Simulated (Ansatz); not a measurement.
**F2GeH2O: one species, many methods**

The task here is to estimate one member of a computed series from the others.

Program: Ansatz 0.2.0, Gaussian basis. Level of theory: functionals in def2-TZVPP, the program's frozen cores in correlated methods. These are calculated values, not measurements.

Plan: LDA (SPW92), PBE-D4, revPBE-D4, BLYP-D4, r2SCAN-D4, B97M-V, PBE0-D4, B3LYP-D4, r2SCANh-D4, r2SCAN0-D4, HSE06-D4, BHLYP-D4, CAM-B3LYP-D4, LC-ωPBE, ωB97X-V, ωB97M-V, B2PLYP, PBE-QIDH; CCSD(T)/def2-SVP; CCSD(T)/def2-TZVPP; MP2/def2-QZVPP; extrapolation to the limit; RPA on PBE.

**The geometry**

All runs share one geometry, relaxed beforehand with PBE0-D4 in a triple-zeta def2 set.

6 atoms, charge 0, spin multiplicity 1.

Atoms are counted from 1 here; the program's logs count them from 0.

Bond lengths: O1–Ge2 1.742 Å, O1–H5 0.961 Å, Ge2–F3 1.720 Å, Ge2–F4 1.720 Å, Ge2–H6 1.516 Å. Angles: Ge2–O1–H5 114.0°, O1–Ge2–F3 109.3°, O1–Ge2–F4 109.3°, O1–Ge2–H6 111.4°, F3–Ge2–F4 103.5°, F3–Ge2–H6 111.5°, F4–Ge2–H6 111.5°.

As a file:

```xyz
6
charge 0, multiplicity 1
O     0.0864    1.0490   -0.9099
Ge    0.0759   -0.1023    0.3968
F     1.0428   -1.4591   -0.0315
F    -1.5023   -0.7681    0.5564
H    -0.2077    0.6880   -1.7510
H     0.5468    0.5284    1.6929
```

Set-up of the first run:

Input file in.yaml:

```yaml
crystal:
  periodic: [false, false, false]
  atoms:
    - {symbol: O, position_ang: [0.086389, 1.048992, -0.909910]}
    - {symbol: Ge, position_ang: [0.075943, -0.102265, 0.396820]}
    - {symbol: F, position_ang: [1.042831, -1.459139, -0.031509]}
    - {symbol: F, position_ang: [-1.502253, -0.768064, 0.556448]}
    - {symbol: H, position_ang: [-0.207652, 0.688041, -1.750968]}
    - {symbol: H, position_ang: [0.546843, 0.528434, 1.692919]}
basis:
  gaussian: {orbitals: def2-TZVPP}
hamiltonian: {xc: lda}
output: {orbitals: {seedname: orbitals}}
```

Among the steps run: LDA; PBE-D4 (GGA); revPBE-D4 (GGA); BLYP-D4 (GGA); r2SCAN-D4 (meta-GGA); B97M-V (meta-GGA); PBE0-D4 (hybrid); B3LYP-D4 (hybrid); r2SCANh-D4 (hybrid); r2SCAN0-D4 (hybrid); HSE06-D4 (hybrid); BHLYP-D4 (hybrid); CAM-B3LYP-D4 (range-separated); LC-ωPBE-D4 (range-separated; the results give it without D4); ωB97X-V (range-separated); ωB97M-V (range-separated); B2PLYP (double hybrid); PBE-QIDH (double hybrid).

One table of the session follows, with a row left open; its other results are not shown here.

It belongs to the step «Frontier levels by functional». 

| functional | HOMO (eV) | gap (eV) |
| --- | --- | --- |
| LDA (SPW92) | -8.45 | 6.97 |
| PBE-D4 | ? | ? |
| revPBE-D4 | -8.13 | 7.05 |
| BLYP-D4 | -8.13 | 6.89 |
| r2SCAN-D4 | -8.65 | 7.92 |
| B97M-V | -8.75 | 7.81 |
| PBE0-D4 | -10.06 | 9.91 |
| B3LYP-D4 | -9.76 | 9.20 |
| r2SCANh-D4 | -9.34 | 8.97 |
| r2SCAN0-D4 | -10.38 | 10.54 |
| HSE06-D4 | -9.64 | 9.12 |
| BHLYP-D4 | -11.85 | 12.57 |
| CAM-B3LYP-D4 | -11.61 | 12.37 |
| LC-ωPBE | -13.00 | 15.18 |
| ωB97X-V | -12.63 | 14.64 |
| ωB97M-V | -12.56 | 14.25 |

Estimate the missing values for PBE-D4.

The run gave: HOMO (eV): -8.22; gap (eV): 7.02. In the column «HOMO (eV)» it lies between LDA (SPW92) (-8.45) and revPBE-D4 (-8.13).
